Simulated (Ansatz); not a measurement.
# HgTe: how the settings move a single-point run

Aim: see which settings change the result for HgTe, by how much, and at what cost. The cell is built on a prototype (CsCl type) and needn't be the phase found in nature.

Method: reference: DFT, r2SCAN, plane waves, PAW, in Ansatz 0.2.0.

1 further run of the same task is left out (it didn't finish).

## (1) The system as given

Symmetry: Pm-3m, No. 221, cubic system. The conventional cell has a = 3.790 Å, b = 3.790 Å, c = 3.790 Å, α = 90.00°, β = 90.00°, γ = 90.00°. Around Hg (site symmetry m-3m) lie 8 Te at 3.28 Å. Te (site symmetry m-3m) has 8 Hg at 3.28 Å as nearest neighbours.

Coordinates:

```xyz
2
Lattice="3.7903 0.0000 0.0000 0.0000 3.7903 0.0000 0.0000 0.0000 3.7903" Properties=species:S:1:pos:R:3 pbc="T T T"
Hg    0.0000    0.0000    0.0000
Te    1.8952    1.8952    1.8952
```

## (2) The reference run

input.yaml reads:

```yaml
crystal:
  lattice:
    - [3.7903382814, 0.0, 0.0]
    - [0.0, 3.7903382814, 0.0]
    - [0.0, 0.0, 3.7903382814]
  atoms:
    - { symbol: Hg, position: [0.0, 0.0, 0.0] }
    - { symbol: Te, position: [0.5, 0.5, 0.5] }
kpoints:
  mp_grid: { grid: [4, 4, 4] }
hamiltonian:
  xc: r2scan
scf:
  occupations: { method: fermi_dirac, width: 0.02 }
  n_extra_bands: 4
output:
  forces: true
  stress: true
  eigenvalues: true
```

On the command line:

```console
$ ansatz run input.yaml --threads 4 --pin off --max-ram 3686MiB --backend cpu --events-out ev --progress --plain --runs-dir out
```

## (3) Variant: ecutwfc 300

Changes to input.yaml since step 2:

```diff
@@ -19 +19,3 @@
   eigenvalues: true
+basis:
+  ecutwfc: 300
```

## (4) Variant: occupations.method cold, occupations.width 0.5

Changes to input.yaml since step 2:

```diff
@@ -13,3 +13,3 @@
 scf:
-  occupations: { method: fermi_dirac, width: 0.02 }
+  occupations: { method: cold, width: 0.5 }
   n_extra_bands: 4
```

## (5) The same system, input altered

Changes to input.yaml since step 2:

```diff
@@ -14,3 +14,3 @@
   occupations: { method: fermi_dirac, width: 0.02 }
-  n_extra_bands: 4
+  n_extra_bands: 0
 output:
```

## (7) The same system, input altered

Changes to input.yaml since step 2:

```diff
@@ -15,2 +15,3 @@
   n_extra_bands: 4
+  max_iter: 62
 output:
@@ -19 +20,4 @@
   eigenvalues: true
+magnetization:
+  spin_polarized: true
+  initial_magnetization: 2.0
```

## (9) Variant: occupations.method cold, occupations.width 0.2

Changes to input.yaml since step 2:

```diff
@@ -13,3 +13,3 @@
 scf:
-  occupations: { method: fermi_dirac, width: 0.02 }
+  occupations: { method: cold, width: 0.2 }
   n_extra_bands: 4
```

## (10) Changed: symmetry.detect false

Changes to input.yaml since step 2:

```diff
@@ -8,2 +8,3 @@
     - { symbol: Te, position: [0.5, 0.5, 0.5] }
+  symmetry: { detect: false }
 kpoints:
```

(Steps that only read results are left out.)

Q: Predict the outcome of this session. Wanted: for each run, ending; energy change; pressure; gap; force.

The runs gave:

| run | ending | energy change | pressure (GPa) | gap (eV) | force (eV/Å) | cycles | time |
| --- | --- | --- | --- | --- | --- | --- | --- |
| reference | converged | 0 | 0.1 | 0.00 | 0.00 | 7 | 1.7 s |
| 1: ecutwfc 300 | converged | +98.9 meV/atom | 0.1 | 0.00 | 0.00 | 6 | 1.1 s |
| 2: occupations.method cold, occupations.width 0.5 | converged | -2.5 meV/atom (σ→0) | 0.4 | 0.00 | 0.00 | 7 | 1.6 s |
| 3: n_extra_bands 0 | refused | - | - | - | - | - | 0.21 s |
| 4: spin_polarized true, initial_magnetization 2.0 | converged | 0.0 meV/atom | 0.1 | 0.00 | 0.00 | 27 | 6.6 s |
| 5: occupations.method cold, occupations.width 0.2 | converged | -1.6 meV/atom (σ→0) | 0.3 | 0.00 | 0.00 | 7 | 1.7 s |
| 6: symmetry.detect false | converged | 0.0 meV/atom | 0.1 | 0.00 | 0.00 | 7 | 5.6 s |

Residual by cycle in the longest SCF loop of each run; runs are numbered as in the table. The quantity is the density residual dr2, in eV.

```csv
cycle,reference,run 1,run 2,run 4,run 5,run 6
1,0.0452,0.0384,0.0237,0.235,0.0323,0.0453
3,4.1e-4,4.0e-4,8.7e-4,0.092,8.7e-4,4.0e-4
6,1.0e-7,5.5e-8,2.2e-7,0.00602,2.7e-7,1.0e-7
8,-,-,-,2.3e-4,-,-
10,-,-,-,7.8e-5,-,-
13,-,-,-,0.0118,-,-
15,-,-,-,0.00331,-,-
18,-,-,-,2.0e-6,-,-
20,-,-,-,4.2e-5,-,-
22,-,-,-,1.7e-8,-,-
25,-,-,-,3.1e-10,-,-
27,-,-,-,5.7e-11,-,-
```

**Reading.** Semilocal functionals close small gaps, so the missing gap need not be the real solid's. Run 1 ran under the cutoff that the potentials recommend, as the log warns, so basis error is mixed into its values, and swamps them where the cutoff is far short. Of the variants the dearest is «spin_polarized true, initial_magnetization 2.0» (6.6 s), the cheapest «ecutwfc 300» (1.1 s), on a shared host. 1 of the 6 altered inputs did not end normally.
